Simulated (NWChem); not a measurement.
**InH2 (SMILES [InH2]) at USPZ81/def2-SVP (density fitting with weigend coulomb fitting, core potential)**

Aim: the vertical electron affinity of InH2 at USPZ81/def2-SVP (density fitting with weigend coulomb fitting, core potential), from 2 runs. 

The calculation is run with NWChem 7.3.0.

1 further run of the same task is left out (set aside as unsound or not needed).

## (1) The structure to begin with

The species is InH2 (3 atoms), meant as a doublet with charge 0. SMILES: `[InH2]`. Geometry: relaxed at PBE0-D4/def2-TZVP.

Bond lengths: In1–H2 1.758 Å, In1–H3 1.758 Å. Angles: H2–In1–H3 120.6°.

## (2) Energy and gradient at USPZ81/def2-SVP (density fitting with weigend coulomb fitting, core potential)

File mol.nw:

```
start mol
title "H2In"
memory stack 880 mb heap 220 mb global 1100 mb

geometry units angstroms noautoz
   In    0.384600   -0.425400    0.149800
   H     0.691300    1.265400    0.521600
   H    -1.086900   -0.904800   -0.684700
end

basis spherical bse
   In library def2-SVP
   H library def2-SVP
end

ecp bse
   In library def2-SVP
end

basis "cd basis" spherical
   In library "weigend coulomb fitting"
   H library "weigend coulomb fitting"
end

dft
   xc slater perdew81
   mult 2
   grid medium
   maxiter 150
   noprint "final vectors analysis"
end

task dft gradient
```

Started as:

```console
nwchem mol.nw > mol.out
```

Output:

```text
Northwest Computational Chemistry Package (NWChem) 7.3.0
             --------------------------------------------------------

           Job information
           ---------------

    nwchem branch   = 7.3.0
    use scalapack   = T
    input           = mol.nw
    prefix          = mol.
    data base       = ./mol.db
    status          = startup
    nproc           =        1

           Memory information
           ------------------

    heap     =     28835838 doubles =      220.0 Mbytes
    stack    =    115343355 doubles =      880.0 Mbytes
    global   =    144179200 doubles =     1100.0 Mbytes (distinct from heap & stack)
    total    =    288358393 doubles =     2200.0 Mbytes
    verify   = yes
    hardfail = no

           Directory information
           ---------------------

  0 permanent = .
  0 scratch   = .

                                NWChem Input Module
                                -------------------

                                       H2In
                                       ----

 Scaling coordinates for geometry "geometry" by  1.889725989
 (inverse scale =  0.529177249)

 C2V symmetry detected

                             Geometry "geometry" -> ""
                             -------------------------

 Output coordinates in angstroms (scale by  1.889725989 to convert to a.u.)

  No.       Tag          Charge          X              Y              Z
 ---- ---------------- ---------- -------------- -------------- --------------
    1 In                  49.0000     0.00000000     0.00000000     0.03417811
    2 H                    1.0000    -1.52700057     0.00000000    -0.83736366
    3 H                    1.0000     1.52700057     0.00000000    -0.83736366

      Atomic Mass
      -----------

      In               114.904100
      H                  1.007825

 Effective nuclear repulsion energy (a.u.)      29.6687591935

            Nuclear Dipole moment (a.u.)
            ----------------------------
        X                 Y               Z
 ---------------- ---------------- ----------------
     0.0000000000     0.0000000000     0.0000000000

      Symmetry information
      --------------------

 Group name             C2v
 Group number             16
 Group order               4
 No. of unique centers     2

      Symmetry unique atoms

     1    2

            XYZ format geometry
            -------------------
     3
 geometry
 In                    0.00000000     0.00000000     0.03417811
 H                    -1.52700057     0.00000000    -0.83736366
 H                     1.52700057     0.00000000    -0.83736366

 ==============================================================================
                                internuclear distances
 ------------------------------------------------------------------------------
       center one      |      center two      | atomic units |  angstroms
 ------------------------------------------------------------------------------
    2 H                |   1 In               |     3.32254  |     1.75821
    3 H                |   1 In               |     3.32254  |     1.75821
 ------------------------------------------------------------------------------
                         number of included internuclear distances:          2
 ==============================================================================

 ==============================================================================
                                 internuclear angles
 ------------------------------------------------------------------------------
        center 1       |       center 2       |       center 3       |  degrees
 ------------------------------------------------------------------------------
    2 H                |   1 In               |   3 H                |   120.57
 ------------------------------------------------------------------------------
                            number of included internuclear angles:          1
 ==============================================================================

                      Basis "ao basis" -> "" (spherical)
                      -----
  [basis functions not shown]

 Summary of "ao basis" -> "" (spherical)
 ------------------------------------------------------------------------------
       Tag                 Description            Shells   Functions and Types
 ---------------- ------------------------------  ------  ---------------------
 In                         def2-SVP                10       26   4s4p2d
 H                          def2-SVP                 3        5   2s1p

                 ECP       "ecp basis" -> "" (cartesian)
                -----
  [basis functions not shown]

 Summary of "cd basis" -> "" (spherical)
 ------------------------------------------------------------------------------
       Tag                 Description            Shells   Functions and Types
 ---------------- ------------------------------  ------  ---------------------
 In                 weigend coulomb fitting         18       58   8s4p3d2f1g
 H                  weigend coulomb fitting          5       11   3s1p1d

                                 NWChem DFT Module
                                 -----------------

                                       H2In

 Summary of "ao basis" -> "ao basis" (spherical)
 ------------------------------------------------------------------------------
       Tag                 Description            Shells   Functions and Types
 ---------------- ------------------------------  ------  ---------------------
 In                         def2-SVP                10       26   4s4p2d
 H                          def2-SVP                 3        5   2s1p

      Symmetry analysis of basis
      --------------------------

        a1         16
        a2          3
        b1         10
        b2          7

  Caching 1-el integrals

            General Information
            -------------------
          SCF calculation type: DFT
          Wavefunction type:  spin polarized.
          No. of atoms     :     3
          No. of electrons :    23
           Alpha electrons :    12
            Beta electrons :    11
          Charge           :     0
          Spin multiplicity:     2
          Use of symmetry is: on ; symmetry adaption is: on
          Maximum number of iterations: 150
          AO basis - number of functions:    36
                     number of shells:    16
          A Charge density fitting basis will be used.
          CD basis - number of functions:    80
                     number of shells:    28
          Convergence on energy requested:  1.00D-06
          Convergence on density requested:  1.00D-05
          Convergence on gradient requested:  5.00D-04

              XC Information
              --------------
                        Slater Exchange Functional  1.000 local
                Perdew 1981 Correlation Functional  1.000 local

             Grid Information
             ----------------
          Grid used for XC integration:  medium
          Radial quadrature: Mura-Knowles
          Angular quadrature: Lebedev.
          Tag              B.-S. Rad. Rad. Pts. Rad. Cut. Ang. Pts.
          ---              ---------- --------- --------- ---------
          In                  1.55      123           8.0       590
          H                   0.35       45           9.0       434
          Grid pruning is: on
          Number of quadrature shells:   168
          Spatial weights used:  Erf1

          Convergence Information
          -----------------------
          Convergence aids based upon iterative change in
          total energy or number of iterations.
          Levelshifting, if invoked, occurs when the
          HOMO/LUMO gap drops below (HL_TOL):  1.00D-02
          DIIS, if invoked, will attempt to extrapolate
          using up to (NFOCK): 10 stored Fock matrices.

                    Damping( 0%)  Levelshifting(0.5)       DIIS
                  --------------- ------------------- ---------------
          dE  on:    start            ASAP                start
          dE off:    2 iters        150 iters           150 iters

      Screening Tolerance Information
      -------------------------------
          Density screening/tol_rho:  1.00D-10
          AO Gaussian exp screening on grid/accAOfunc:  14
          CD Gaussian exp screening on grid/accCDfunc:  20
          XC Gaussian exp screening on grid/accXCfunc:  20
          Schwarz screening/accCoul:  1.00D-08

      Superposition of Atomic Density Guess
      -------------------------------------

 Sum of atomic energies:        -219.04885992

      Non-variational initial energy
      ------------------------------

 Total energy =    -190.152365
 1-e energy   =    -361.216924
 2-e energy   =     158.250362
 HOMO         =      -0.106376
 LUMO         =      -0.015544

   Symmetry analysis of molecular orbitals - initial alpha
   -------------------------------------------------------

  Numbering of irreducible representations:

     1 a1          2 a2          3 b1          4 b2

  Orbital symmetries:

     1 a1          2 b1          3 a1          4 b2          5 b1
     6 a1          7 a2          8 a1          9 b2         10 a1
    11 b1         12 a1         13 b2         14 a1         15 b1
    16 a1         17 b1         18 b2         19 a1         20 a2
    21 a1         22 b2

   Symmetry analysis of molecular orbitals - initial beta
   ------------------------------------------------------

  Numbering of irreducible representations:

     1 a1          2 a2          3 b1          4 b2

  Orbital symmetries:

     1 a1          2 b1          3 a1          4 b2          5 b1
     6 a1          7 a2          8 a1          9 b2         10 a1
    11 b1         12 a1         13 b2         14 a1         15 b1
    16 a1         17 b1         18 b2         19 a1         20 a2
    21 a1         22 b2

   Time after variat. SCF:      0.2

      3 Center 2 Electron Integral Information
      ----------------------------------------
          Maximum number of 3-center 2e- integrals is:          103680.
            This is reduced with Schwarz screening to:           91120.
            Incore requires a per proc buffer size of:           80881.
          Minimum dble words available (all nodes) is:       144159588
                   This is reduced (for later use) to:       143869493
                      proc 0 Suggested buffer size is:           80881
                         Max Suggested buffer size is:           80881
                              no. integral batches is:            1000

           0.081 MW buffer allocated for incore 3-center
          2e- integral storage on stack.
   Time prior to 1st pass:      0.3

 Grid_pts file          = ./mol.gridpts.0
 Record size in doubles =  12289        No. of grid_pts per rec  =   3070
 Max. records in memory =     37        Max. recs in file   = *********

 Grid integrated density:      22.999965968623
 Requested integration accuracy:   0.10E-05

           Memory utilization after 1st SCF pass:
           Heap Space remaining (MW):        0.00                 259
          Stack Space remaining (MW):      115.26           115260972

   convergence    iter        energy       DeltaE   RMS-Dens  Diis-err    time
 ---------------- ----- ----------------- --------- --------- ---------  ------
 d= 0,ls=0.0,diis     1   -190.8819018294 -2.04D+02  1.80D-02  2.17D-02     0.3
                                                     1.21D-02  1.72D-02
 Grid integrated density:      22.999966531194
 Requested integration accuracy:   0.10E-05
 d= 0,ls=0.0,diis     2   -190.9010865430 -1.92D-02  4.80D-03  5.97D-03     0.3
                                                     4.52D-03  5.68D-03
 Grid integrated density:      22.999966364621
 Requested integration accuracy:   0.10E-05
 d= 0,ls=0.0,diis     3   -190.9067474097 -5.66D-03  1.38D-03  8.11D-04     0.3
                                                     1.24D-03  7.94D-04
 Grid integrated density:      22.999966405761
 Requested integration accuracy:   0.10E-05
 d= 0,ls=0.0,diis     4   -190.9074183340 -6.71D-04  3.14D-04  7.75D-05     0.4
                                                     3.11D-04  7.51D-05
 Grid integrated density:      22.999966400686
 Requested integration accuracy:   0.10E-05
 d= 0,ls=0.0,diis     5   -190.9074626547 -4.43D-05  7.30D-05  2.26D-06     0.4
                                                     5.19D-05  2.12D-06
 Grid integrated density:      22.999966400138
 Requested integration accuracy:   0.10E-05
  Resetting Diis
 d= 0,ls=0.0,diis     6   -190.9074640533 -1.40D-06  6.79D-06  2.20D-08     0.4
                                                     3.24D-06  1.16D-08
 Grid integrated density:      22.999966400412
 Requested integration accuracy:   0.10E-05
 d= 0,ls=0.0,diis     7   -190.9074640669 -1.36D-08  1.18D-06  3.96D-10     0.4
                                                     1.52D-06  7.86D-10

         Total DFT energy =     -190.907464066888
      One electron energy =     -361.086239483700
           Coulomb energy =      174.349413595395
    Exchange-Corr. energy =      -16.984834077990
 Nuclear repulsion energy =       12.814195899408

 Numeric. integr. density =       22.999966400412

     Total iterative time =      0.2s

                  Occupations of the irreducible representations
                  ----------------------------------------------

                     irrep           alpha         beta
                     --------     --------     --------
                     a1                6.0          5.0
                     a2                1.0          1.0
                     b1                3.0          3.0
                     b2                2.0          2.0

   alpha - beta orbital overlaps
   -----------------------------

   alpha      1      2      3      4      5      6      7      8      9     10
    beta      1      2      3      4      5      6      8      7      9     10
 overlap   1.000  1.000  1.000  1.000  0.998  1.000  1.000  1.000  0.998  1.000

   alpha     11     12     13     14     15     16     17     18     19     20
    beta     11     12     13     14     15     16     17     19     18     20
 overlap   1.000  0.999  1.000  1.000  0.998  0.998  0.998  0.998  1.000  1.000

   alpha     21     22     23     24     25     26     27     28     29     30
    beta     21     22     23     24     25     26     27     28     29     30
 overlap   0.999  0.999  1.000  1.000  1.000  1.000  1.000  1.000  1.000  1.000

   alpha     31     32     33     34     35     36
    beta     31     32     33     34     35     36
 overlap   1.000  1.000  1.000  1.000  1.000  1.000

     --------------------------
     Expectation value of S2:
     --------------------------
      <S2> =      0.7507 (Exact =     0.7500)

 center of mass
 --------------
 x =   0.00000000 y =   0.00000000 z =   0.03619406

 moments of inertia (a.u.)
 ------------------
           5.373247647230           0.000000000000           0.000000000000
           0.000000000000          22.157082303783           0.000000000000
           0.000000000000           0.000000000000          16.783834656552

     Multipole analysis of the density
     ---------------------------------

     L   x y z        total         alpha         beta         nuclear
     -   - - -        -----         -----         ----         -------
     0   0 0 0     -0.000000    -12.000000    -11.000000     23.000000

     1   1 0 0     -0.000000      0.000000     -0.000000      0.000000
     1   0 1 0     -0.000000     -0.000000     -0.000000      0.000000
     1   0 0 1      0.064619      0.613423      1.259639     -1.808443

     2   2 0 0    -21.051517    -21.024322    -16.680716     16.653521
     2   1 1 0      0.000000      0.000000     -0.000000      0.000000
     2   1 0 1      0.000000     -0.000000      0.000000      0.000000
     2   0 2 0    -16.926040     -9.594232     -7.331808      0.000000
     2   0 1 1      0.000000      0.000000     -0.000000      0.000000
     2   0 0 2    -20.310204    -15.844410     -9.561298      5.095505

            General Information
            -------------------
          SCF calculation type: DFT
          Wavefunction type:  spin polarized.
          No. of atoms     :     3
          No. of electrons :    23
           Alpha electrons :    12
            Beta electrons :    11
          Charge           :     0
          Spin multiplicity:     2
          Use of symmetry is: on ; symmetry adaption is: on
          Maximum number of iterations: 150
          AO basis - number of functions:    36
                     number of shells:    16
          A Charge density fitting basis will be used.
          CD basis - number of functions:    80
                     number of shells:    28
          Convergence on energy requested:  1.00D-06
          Convergence on density requested:  1.00D-05
          Convergence on gradient requested:  5.00D-04

              XC Information
              --------------
                        Slater Exchange Functional  1.000 local
                Perdew 1981 Correlation Functional  1.000 local

             Grid Information
             ----------------
          Grid used for XC integration:  medium
          Radial quadrature: Mura-Knowles
          Angular quadrature: Lebedev.
          Tag              B.-S. Rad. Rad. Pts. Rad. Cut. Ang. Pts.
          ---              ---------- --------- --------- ---------
          In                  1.55      123           8.0       590
          H                   0.35       45           9.0       434
          Grid pruning is: on
          Number of quadrature shells:   168
          Spatial weights used:  Erf1

          Convergence Information
          -----------------------
          Convergence aids based upon iterative change in
          total energy or number of iterations.
          Levelshifting, if invoked, occurs when the
          HOMO/LUMO gap drops below (HL_TOL):  1.00D-02
          DIIS, if invoked, will attempt to extrapolate
          using up to (NFOCK): 10 stored Fock matrices.

                    Damping( 0%)  Levelshifting(0.5)       DIIS
                  --------------- ------------------- ---------------
          dE  on:    start            ASAP                start
          dE off:    2 iters        150 iters           150 iters

      Screening Tolerance Information
      -------------------------------
          Density screening/tol_rho:  1.00D-10
          AO Gaussian exp screening on grid/accAOfunc:  14
          CD Gaussian exp screening on grid/accCDfunc:  20
          XC Gaussian exp screening on grid/accXCfunc:  20
          Schwarz screening/accCoul:  1.00D-08

  int_init: cando_txs set to always be  F
  intd_init: cando_txs set to always be  F

                            NWChem DFT Gradient Module
                            --------------------------

                                       H2In

  charge          =   0.00
  wavefunction    = open shell

  Using symmetry

                         DFT ENERGY GRADIENTS

    atom               coordinates                        gradient
                 x          y          z           x          y          z
   1 In      0.000000   0.000000   0.064587    0.000000   0.000000  -0.002250
   2 H      -2.885613   0.000000  -1.582388    0.002227   0.000000   0.001125
   3 H       2.885613   0.000000  -1.582388   -0.002227   0.000000   0.001125

                 ----------------------------------------
                 |  Time  |  1-e(secs)   |  2-e(secs)   |
                 ----------------------------------------
                 |  CPU   |       0.00   |       0.00   |
                 ----------------------------------------
                 |  WALL  |       0.00   |       0.00   |
                 ----------------------------------------

 Task  times  cpu:        0.5s     wall:        0.5s
 Total times  cpu:        0.5s     wall:        0.5s
```

Wall time 1.2 s (1 thread of Intel Xeon 6975P-C (Granite Rapids), shared host); peak memory 0.1 GiB.

[end of part 1 of 2]
